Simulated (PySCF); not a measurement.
SnTe: density of states with PBE

The system is SnTe.

```
CELL_PARAMETERS angstrom
0.00000 3.15085 3.15085
3.15085 0.00000 3.15085
3.15085 3.15085 0.00000
ATOMIC_POSITIONS crystal
Te 0.50000 0.50000 0.50000
Sn 0.00000 0.00000 0.00000
```

```yaml
Program: PySCF 2.14.0
Task: density of states
Functional: PBE
Potentials_or_basis: DZVP-MOLOPT-GGA/GTH-GGA (UZH) (potentials made for PBE)
k_mesh: 7 × 7 × 7
Occupations: fermi-dirac, width 0.05 eV
Spin: no spin polarisation
Symmetry: yes
Density_cutoff: 91 Ha
Exponents_discarded_below_exp_to_discard: 0.02 1/bohr^2
Potentials: Sn GTH-GGA-q14, Te GTH-GGA-q6
Gaussian_width_of_the_DOS: 0.15 eV
conv_tol: 1e-07 Ha
max_cycle: 60
Coulomb_method: multigrid
```

```json
{"Mulliken charges": "Te +0.16; Sn -0.16 e"}
```

Levels at points of the mesh, in eV from the Fermi level:
```
           k point  band 6  band 7  band 8  band 9  band 10  band 11  band 12  band 13  band 14  band 15
(0.00, 0.00, 0.00)  -12.77   -4.84   -2.16   -2.16    -2.16     3.37     3.37     3.37     6.23     6.23
```

States per cell in windows of 0.5 eV (zero at the Fermi level; states under -8 eV left out):
| from (eV) | total |
| --- | --- |
| -8.0 | 0.76 |
| -7.5 | 0.57 |
| -7.0 | 0.28 |
| -6.5 | 0.08 |
| -6.0 | 0.10 |
| -5.5 | 0.19 |
| -5.0 | 0.35 |
| -4.5 | 0.60 |
| -4.0 | 0.66 |
| -3.5 | 0.82 |
| -3.0 | 0.90 |
| -2.5 | 0.64 |
| -2.0 | 0.71 |
| -1.5 | 0.66 |
| -1.0 | 0.31 |
| -0.5 | 0.15 |
| 0.0 | 0.31 |
| 0.5 | 0.70 |
| 1.0 | 0.74 |
| 1.5 | 0.37 |
| 2.0 | 0.45 |
| 2.5 | 0.74 |
| 3.0 | 0.71 |
| 3.5 | 0.58 |
| 4.0 | 0.80 |
| 4.5 | 0.48 |
| 5.0 | 0.46 |
| 5.5 | 0.36 |
| 6.0 | 0.24 |
| 6.5 | 0.65 |
| 7.0 | 0.27 |
| 7.5 | 0.18 |

Wall time 4.8 min on 4 threads of Intel(R) Xeon(R) Platinum 8488C (Sapphire Rapids) (shared host), peak memory 5.5 GiB.

Caveat: Mulliken charges move with the basis; this odd mesh misses L, where the gap lies, so gap, dielectric constants and Born charges aren't listed; the basis of atomic orbitals isn't converged, which shifts pressures, moduli and gaps. The run has no spin-orbit coupling, so splittings on Te are missing.
